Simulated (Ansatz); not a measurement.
**C2H6AlCl: rigid scan of one bond length**

How does the energy of C2H6AlCl change as one bond is stretched? Aim: a rigid scan of one bond length, for C2H6AlCl, run from a script. SMILES: C[CH]([AlH2])Cl.

Program: Ansatz 0.2.0, driven from Python. Level of theory: r2SCAN0/def2-SVP. These are calculated values, not measurements.

## 1. The structure

Bond lengths: C1–C2 1.473 Å, C2–Al3 1.970 Å, C2–Cl4 1.721 Å, C1–H5 1.173 Å, C1–H6 1.105 Å, C1–H7 1.134 Å, C2–H8 1.131 Å, Al3–H9 1.611 Å, Al3–H10 1.627 Å. Angles (14 of 15 angles, heavy atoms first): C1–C2–Al3 109.5°, C1–C2–Cl4 112.4°, Al3–C2–Cl4 107.3°, C1–C2–H8 110.1°, Al3–C2–H8 106.7°, Cl4–C2–H8 110.6°, C2–C1–H5 109.0°, C2–C1–H6 115.2°, C2–C1–H7 112.9°, C2–Al3–H9 122.1°, C2–Al3–H10 121.0°, H5–C1–H6 105.6°, H5–C1–H7 105.2°, H6–C1–H7 108.3°.

No structure file is read: the coordinates are typed or built in the script.

## 2. The script

scan_c2h6alcl.py reads:

```python
"""Potential curve of C2H6AlCl along one bond."""

import ansatz as az
from ase import Atoms
import matplotlib.pyplot as plt
import numpy as np

SETTINGS = {
    "basis_set": "def2-SVP",
    "xc": "r2scan0",
}

atoms = Atoms(["C", "C", "Al", "Cl", "H", "H", "H", "H", "H", "H"], positions=[
    [-0.8279, 0.9208, 0.0347],
    [-0.2436, -0.2895, -0.5689],
    [1.368, -0.8132, 0.4351],
    [-1.3265, -1.6267, -0.5345],
    [-1.7744, 1.2361, -0.5832],
    [-1.1788, 0.8055, 1.0762],
    [-0.1328, 1.8159, -0.01],
    [0.089, -0.0745, -1.6286],
    [1.4828, -2.2303, 1.1922],
    [2.6272, 0.2047, 0.5899],
])
mol = az.Crystal.molecule_from_ase(atoms)

symbols = [site.symbol for site in mol.cartesian_sites]
start = np.array([site.position_ang for site in mol.cartesian_sites])
axis = (start[4] - start[0]) / np.linalg.norm(start[4] - start[0])
moving = [4]
lengths, energies = [1.0, 1.08, 1.17, 1.29, 1.47, 1.76, 2.11, 2.58], []
for length in lengths:
    xyz = start.copy()
    xyz[moving] += (length - np.linalg.norm(start[4] - start[0])) * axis
    point = az.Crystal.molecule()
    for symbol, xyz in zip(symbols, xyz):
        point = point.atom(symbol, xyz.tolist())
    calc = (
        point.calculation()
        .basis(gaussian=SETTINGS["basis_set"])
        .functional(SETTINGS["xc"])
        .spin("collinear")
    )
    report = calc.run().report
    energies.append(report["free_energy_ev"])
    print(f"r = {length:6.3f} A  E = {energies[-1]:.5f} eV  <S^2> = {abs(report['mean_field']['state']['spin_squared']):.3f}")

print("energy above the lowest point (eV):", [round(e - min(energies), 3) for e in energies])
plt.figure(figsize=(4.5, 3))
plt.plot(lengths, np.array(energies) - min(energies), "o-")
plt.xlabel("bond length (A)")
plt.ylabel("E - E(min) (eV)")
plt.tight_layout()
plt.savefig("scan.png", dpi=100)
```

## 3. The input behind the calls

The engine receives this input (first run):

```yaml
crystal:
  periodic: [false, false, false]
  atoms:
    - { symbol: C, position_ang: [-0.8279, 0.9208, 0.0347] }
    - { symbol: C, position_ang: [-0.2436, -0.2895, -0.5689] }
    - { symbol: Al, position_ang: [1.368, -0.8132, 0.4351] }
    - { symbol: Cl, position_ang: [-1.3265, -1.6267, -0.5345] }
    - { symbol: H, position_ang: [-1.6344690356709617, 1.1894859133090905, -0.49184940004340977] }
    - { symbol: H, position_ang: [-1.1788, 0.8055, 1.0762] }
    - { symbol: H, position_ang: [-0.1328, 1.8159, -0.01] }
    - { symbol: H, position_ang: [0.089, -0.0745, -1.6286] }
    - { symbol: H, position_ang: [1.4828, -2.2303, 1.1922] }
    - { symbol: H, position_ang: [2.6272, 0.2047, 0.5899] }
basis:
  gaussian:
    orbitals: def2-SVP
hamiltonian:
  xc: r2scan0
magnetization:
  spin_polarized: true
```

## 4. The run

On the command line:

```
> python scan_c2h6alcl.py
```

What it wrote:

```text
r =  1.000 A  E = -21279.56940 eV  <S^2> = 0.000
r =  1.080 A  E = -21279.77178 eV  <S^2> = 0.000
r =  1.170 A  E = -21279.71509 eV  <S^2> = 0.000
r =  1.290 A  E = -21279.37449 eV  <S^2> = 0.000
r =  1.470 A  E = -21278.62135 eV  <S^2> = 0.000
r =  1.760 A  E = -21277.33757 eV  <S^2> = 0.000
r =  2.110 A  E = -21276.22247 eV  <S^2> = 0.479
r =  2.580 A  E = -21275.65342 eV  <S^2> = 0.820
energy above the lowest point (eV): [0.202, 0.0, 0.057, 0.397, 1.15, 2.434, 3.549, 4.118]
```

It took 1.7 min on 1 thread of Arm Neoverse V2, shared host; peak memory 0.44 GiB.

## 5. What changed from run to run

The engine's inputs for some of the other runs:

Run 5, against run 1:

```diff
@@ -8 +8 @@
-    - { symbol: H, position_ang: [-1.6344690356709617, 1.1894859133090905, -0.49184940004340977] }
+    - { symbol: H, position_ang: [-2.013556482436314, 1.3157682925643632, -0.7393276180638123] }
```

Run 7, against run 1:

```diff
@@ -8 +8 @@
-    - { symbol: H, position_ang: [-1.6344690356709617, 1.1894859133090905, -0.49184940004340977] }
+    - { symbol: H, position_ang: [-2.529760665265729, 1.4877272770821812, -1.0763192340915944] }
```

Run 8, against run 1:

```diff
@@ -8 +8 @@
-    - { symbol: H, position_ang: [-1.6344690356709617, 1.1894859133090905, -0.49184940004340977] }
+    - { symbol: H, position_ang: [-2.908848112031081, 1.6140096563374537, -1.323797452111997] }
```

Lines on the test bed's own set-up are left out of the output.

## 6. The engine's runs

One row for each of the 8 runs:

```
run  distance (Å)  energy from run 2 (eV)  <S²>  SCF cycles  CPU time (s)
  1          1.00                  0.2024  0.00          16           9.4
  2          1.08                  0.0000  0.00          16           9.4
  3          1.17                  0.0567  0.00          16           9.4
  4          1.29                  0.3973  0.00          17            10
  5          1.47                  1.1504  0.00          17            10
  6          1.76                  2.4342  0.00          22            12
  7          2.11                  3.5493  0.48          29            19
  8          2.58                  4.1184  0.82          44            21
```

## 7. Outcome

| quantity | value |
| --- | --- |
| runs compared | 8 |
| range of energy | 4.118 eV |
| lowest point, distance (Å) | 1.08 |

In words: The curve has its lowest point inside the range, at 1.08. The ends stand 0.202 and 4.12 eV above it. The distance scanned is the script's pair 0, 4. <S²> moves from 0.00 to 0.82: along the scan the mean field breaks spin symmetry. What to keep in mind:
- The rest of the molecule is held rigid at a force-field or estimated start geometry, and the basis set is modest; single-reference methods fail as a bond breaks.
